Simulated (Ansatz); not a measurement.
# Re3Pt: the cost of one run

Computed with Ansatz 0.2.0 (DFT r2SCAN, scalar-relativistic, plane waves, PAW, unless a step's input says otherwise).

### 1 The system as given

The structure is hexagonal, space group P-6m2 (No. 187). The conventional cell has a = 2.788 Å, b = 2.788 Å, c = 9.004 Å, α = 90.00°, β = 90.00°, γ = 120.00°. Re (site symmetry -6m2) is surrounded by 12 Re at 2.74 to 2.79 Å. Re (site symmetry 3m) has 9 Re at 2.74 to 2.79 Å and 3 Pt at 2.80 Å as nearest neighbours. Around Pt (site symmetry -6m2) lie 6 Pt at 2.79 Å and 6 Re at 2.80 Å.

As a file:

```
Re Pt
1.0
     2.78813    0.00000    0.00000
    -1.39406    2.41459    0.00000
     0.00000    0.00000    9.00389
Re Pt
3 1
Direct
  0.00000 0.00000 0.50000
  0.66667 0.33333 0.25410
  0.66667 0.33333 0.74590
  0.00000 0.00000 0.00000
```

(A quick probe on a coarse mesh, which set the mesh and smearing, is not shown.)

### 3 Rough relaxation on the coarse mesh

File input.yaml:

```yaml
crystal:
  lattice:
    - [2.7881282797, 0.0, 0.0]
    - [-1.3940641399, 2.4145899193, 0.0]
    - [0.0, 0.0, 9.003892]
  atoms:
    - { symbol: Re, position: [0.0, 0.0, 0.5] }
    - { symbol: Re, position: [0.66666667, 0.33333333, 0.254098] }
    - { symbol: Re, position: [0.66666667, 0.33333333, 0.745902] }
    - { symbol: Pt, position: [0.0, 0.0, 0.0] }
basis:
  ecutwfc: 500
kpoints:
  mp_grid: { grid: [6, 6, 2] }
hamiltonian:
  xc: r2scan
scf:
  occupations: { method: gaussian, width: 0.1 }
  lower_state_search: "off"
output:
  forces: true
  stress: true
  eigenvalues: true
relax:
  adjacent_minimum: "off"
  f_tol: 0.04
  max_steps: 70
  cell: { stress_tol: 0.4 }
```

Started as:

```console
$ ansatz run input.yaml --threads 1 --pin off --max-ram 2560MiB --backend cpu --events-out ev --progress --plain --runs-dir out
```

What time and memory should one allow on 1 thread of Intel Xeon Platinum 8488C (Sapphire Rapids), shared host?

About 34 s, with a peak of 0.54 GiB.
